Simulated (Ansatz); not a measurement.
CuSn3:

```xyz
4
Lattice="-2.2399 2.2399 4.8707 2.2399 -2.2399 4.8707 2.2399 2.2399 -4.8707" Properties=species:S:1:pos:R:3 pbc="T T T"
Sn    0.0000    0.0000    4.8707
Sn    2.2399    0.0000    2.4354
Sn    0.0000    2.2399    2.4354
Cu    0.0000    0.0000    0.0000
```

The cell comes from a database or a generator and needn't be the stable form of this composition.

| Quantity | Value |
| --- | --- |
| Program | Ansatz 0.2.0 |
| Task | relaxation of cell and atoms |
| Functional | PBEsol |
| Potentials or basis | Ansatz PAW |
| Cutoff | 420 eV (not typed: the program's choice for these potentials) |
| k mesh | 8 × 8 × 8 |
| Occupations | fermi-dirac, width 0.05 eV |
| Spin | no spin polarisation |

At the start: volume 24.44 Å³/atom.

Task: How do energy, volume and symmetry change on relaxing?

Result: It ends after 5 steps and the volume is 22.62 Å³/atom (-7.5 %); space group I4/mmm (No. 139, to 0.05 Å).

Step by step:
| step | energy change (eV) | largest force (eV/Å) | volume (Å³) |
| --- | --- | --- | --- |
| 1 | 0.0000 | 0.0000 | 97.75 |
| 2 | -0.0912 | 0.0000 | 88.15 |
| 3 | -0.1022 | 0.0000 | 90.78 |
| 4 | -0.1025 | 0.0000 | 90.46 |
| 5 | -0.1005 | 0.0000 | 90.46 |

Final structure:
```
Sn Cu
1.0
    -2.18562    2.18562    4.73435
     2.18562   -2.18562    4.73435
     2.18562    2.18562   -4.73435
Sn Cu
3 1
Cartesian
  0.0000 0.0000 4.7344
  2.1856 0.0000 2.3672
  0.0000 2.1856 2.3672
  0.0000 0.0000 0.0000
```

Caveat: the plane-wave basis is chosen anew once the cell has moved, so the energies of steps on either side of that aren't comparable; the PAW data sets come from PBE, with cores solved anew for the run's functional, which leaves a small shift of forces and pressure.
